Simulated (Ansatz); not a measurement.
**H2Br (doublet): from Hartree-Fock to the top rungs at distance H1–H2 along a hydrogen transfer = 1.349 Å, cc-pVTZ**

How much of the correlation energy of H2Br (doublet) does each wave-function method recover here?

Computed with Ansatz 0.2.0, Gaussian basis. Level: cc-pVTZ, core rule «outside noble gas», up to 14 orbitals frozen.

To be run: UHF; CCSD(T) on ROHF; CCSD(T) on UHF; BCCD(T) on ROHF; CISD; CCSDT(Q) on ROHF; CCSDT(Q) on UHF; CASSCF and NEVPT2, 3 electrons in 3 orbitals; CASSCF and MRCISD+Q, 9 electrons in 6 orbitals; CASSCF and NEVPT2, 9 electrons in 6 orbitals.

7 further runs of the same task are left out: 1 for a mislabelled method, 4 that didn't finish, 2 set aside as unsound or not needed.

### 1 The system

The geometry derives from fragments relaxed apart (PBE0/def2-TZVP) and kept rigid, so it is no stationary point. A hydrogen atom is moved between rigid fragments. No spin-orbit coupling is included. The filled d shell of Br may be among the frozen orbitals whatever the setting's name suggests; the logs give the count.

3 atoms, charge 0, spin multiplicity 2.

Atoms are counted from 1 here; the program's logs count them from 0.

Bond lengths: H2–Br3 1.530 Å.

Geometry (Å):

```xyz
3
charge 0, multiplicity 2
H     0.0000    0.0000   -1.4093
H     0.0000    0.0000   -0.0603
Br    0.0000    0.0000    1.4697
```

### 2 UHF

in.yaml reads:

```yaml
crystal:
  periodic: [false, false, false]
  atoms:
    - {symbol: H, position_ang: [0.000000, 0.000000, -1.409333]}
    - {symbol: H, position_ang: [0.000000, 0.000000, -0.060333]}
    - {symbol: Br, position_ang: [0.000000, 0.000000, 1.469667]}
basis:
  gaussian: {orbitals: cc-pVTZ}
magnetization: {spin_polarized: true, initial_magnetization: 1}
hamiltonian: {xc: hf}
output: {orbitals: {seedname: orbitals}}
```

Launch:

```console
ansatz run in.yaml --threads 1 --pin off --events-out ev --progress --plain --max-ram 2393MiB
```

Further steps of the session: CCSD(T) on ROHF; CCSD(T) on UHF; BCCD(T) on ROHF; CISD; CCSDT(Q) on ROHF; CCSDT(Q) on UHF; CASSCF and NEVPT2, 3 electrons in 3 orbitals; CASSCF and MRCISD+Q, 9 electrons in 6 orbitals; CASSCF and NEVPT2, 9 electrons in 6 orbitals.

Q: Predict the results of all the runs planned. Wanted: UCCSDT(Q) below the RHF energy; RMP2 from UCCSDT(Q); UMP2 from UCCSDT(Q); RCCSD from UCCSDT(Q); RCCSD(T) from UCCSDT(Q); UCCSD(T) from UCCSDT(Q); RCCSDT(Q) from UCCSDT(Q); NEVPT2 pair from UCCSDT(Q); NEVPT2 valence from UCCSDT(Q).

**Answer**, as computed:

```
                         quantity                                                   value
   UCCSDT(Q) below the RHF energy                                              -5.7227 eV
              RMP2 from UCCSDT(Q)                                              +792.5 meV
              UMP2 from UCCSDT(Q)                                              +790.1 meV
             RCCSD from UCCSDT(Q)                                              +217.9 meV
          RCCSD(T) from UCCSDT(Q)                                               +23.9 meV
          UCCSD(T) from UCCSDT(Q)                                               +23.8 meV
         RCCSDT(Q) from UCCSDT(Q)                                                +0.3 meV
       NEVPT2 pair from UCCSDT(Q)                                              +736.7 meV
    NEVPT2 valence from UCCSDT(Q)                                             +1178.7 meV
  MRCISD+Q valence from UCCSDT(Q)                                               +65.0 meV
levels within 1 kcal/mol (43 meV)  RCCSD(T), UCCSD(T), BCCD(T), RCCSDT, UCCSDT, RCCSDT(Q)
                    T1 diagnostic                                                   0.022
   effectively unpaired electrons                                                    1.01
```

In words: RCCSD(T) misses by +23.9 meV, 0.4 % of the correlation energy. One determinant dominates. Of the multireference levels listed MRCISD+Q valence comes nearest in total energy (+65.0 meV), which doesn't show that its space is the better one. These misses are within one basis, not against nature; the frozen cores of restricted and unrestricted runs differ, which can shift their rows.
